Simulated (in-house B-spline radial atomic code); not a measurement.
# Sc²⁺: excited configurations

Aim: the energies of several excited configurations of Sc²⁺ above a reference configuration, each from its own self-consistent run.

Program: in-house B-spline radial atomic code version 1. Level of theory: Dirac-Hartree-Fock, average of configuration, Fermi nucleus, basis-set limit. These are calculated values, not measurements, unless marked.

### 1 Starting point

```
element       : scandium (Z = 21)
charge        : +2
electrons     : 19
configuration : [Ar] 3d1
Hamiltonian   : Dirac-Coulomb
nucleus       : Fermi, rms radius 3.546 fm
```

The outer shells:

[Ar] 3d1
```
[Ar] core
3d [↑ ][  ][  ][  ][  ]
```

The boxes only draw the lowest term's filling; these runs average over all states of the configuration.

Settings, as recorded:

```ini
Z = 21
electrons = 19.0
configuration = [Ar] 3d1
hamiltonian = dirac
method = hf
spin_polarised = False
nucleus = fermi
rms_radius = 3.5459
mass_number = 45
atomic_mass = 44.955907051
speed_of_light = 137.035999084
```

The reference is known from an earlier run: -762.731869 hartree in all. Up to eight levels, counted from the top:

```
orbital  occupation  energy (eV)  <r> (bohr)
  2s1/2           2      -539.50      0.3405
  2p1/2           2      -445.37      0.3044
  2p3/2           4      -440.61      0.3069
  3s1/2           2      -85.525       1.075
  3p1/2           2      -58.379       1.162
  3p3/2           4      -57.826       1.169
  3d3/2         0.4      -24.467       1.550
  3d5/2         0.6      -24.443       1.553
```

### 2 Run with [Ar] 5g1

Settings, as recorded:

```ini
Z = 21
electrons = 19.0
configuration = [Ar] 5g1
hamiltonian = dirac
method = hf
spin_polarised = False
nucleus = fermi
rms_radius = 3.5459
mass_number = 45
atomic_mass = 44.955907051
speed_of_light = 137.035999084
```

### 3 Configuration [Ar] 6d1

Changes to the settings of step 2:

```diff
@@ -2,3 +2,3 @@
 electrons = 19.0
-configuration = [Ar] 5g1
+configuration = [Ar] 6d1
 hamiltonian = dirac
```

### 4 Configuration [Ar] 5s1

Changes to the settings of step 3:

```diff
@@ -2,3 +2,3 @@
 electrons = 19.0
-configuration = [Ar] 6d1
+configuration = [Ar] 5s1
 hamiltonian = dirac
```

### 5 Configuration [Ne] 3s2 3p5 3d1 7d1

Changes to the settings of step 4:

```diff
@@ -2,3 +2,3 @@
 electrons = 19.0
-configuration = [Ar] 5s1
+configuration = [Ne] 3s2 3p5 3d1 7d1
 hamiltonian = dirac
```

### 6 Run with [Ne] 3s2 3p5 3d1 6g1

Changes to the settings of step 5:

```diff
@@ -2,3 +2,3 @@
 electrons = 19.0
-configuration = [Ne] 3s2 3p5 3d1 7d1
+configuration = [Ne] 3s2 3p5 3d1 6g1
 hamiltonian = dirac
```

### 7 Run with [Ne] 3s2 3p5 3d1 4f1

Changes to the settings of step 6:

```diff
@@ -2,3 +2,3 @@
 electrons = 19.0
-configuration = [Ne] 3s2 3p5 3d1 6g1
+configuration = [Ne] 3s2 3p5 3d1 4f1
 hamiltonian = dirac
```

Before running: How far above the reference does each configuration lie (order and size, in eV)?

**Answer**, as computed:

| net move | configuration | energy above the reference (eV) | with Breit, QED, recoil (eV) | largest <r> (bohr) |
| --- | --- | --- | --- | --- |
| 3d → 5s | [Ar] 5s1 | 13.422 | 13.435 | 6.01 |
| 3d → 5g | [Ar] 5g1 | 18.832 | 18.843 | 9.16 |
| 3d → 6d | [Ar] 6d1 | 19.588 | 19.599 | 13.8 |
| 3p → 4f | [Ne] 3s2 3p5 3d1 4f1 | 48.540 | 48.523 | 5.91 |
| 3p → 6g | [Ne] 3s2 3p5 3d1 6g1 | 52.842 | 52.826 | 14.7 |
| 3p → 7d | [Ne] 3s2 3p5 3d1 7d1 | 53.238 | 53.222 | 19.4 |

Quantum defects of the promoted electron, δ = n − ζ/√(−2ε) with ζ = 3 and ε its orbital energy in hartree:

| promotion | δ |
| --- | --- |
| 3d → 5s | 1.554 |
| 3d → 5g | 0.000 |
| 3d → 6d | 0.564 |
| 3p → 4f | 0.013 |
| 3p → 6g | 0.001 |
| 3p → 7d | 0.677 |

**Reading.** The lowest of them is 3d → 5s at 13.422 eV and the highest 3p → 7d at 53.238 eV. 3 of them lie above the ionisation threshold that Koopmans' theorem gives (24.443 eV), where such states can decay by emitting an electron. The defect is largest for 5s (1.55) and least for 5g (0.00): low angular momentum penetrates the core, high angular momentum stays outside it. Two partly filled shells share a symmetry and can mix in the average, which may lower the energy, for: 3p → 7d. These are averages over configurations, without correlation, not spectroscopic levels.
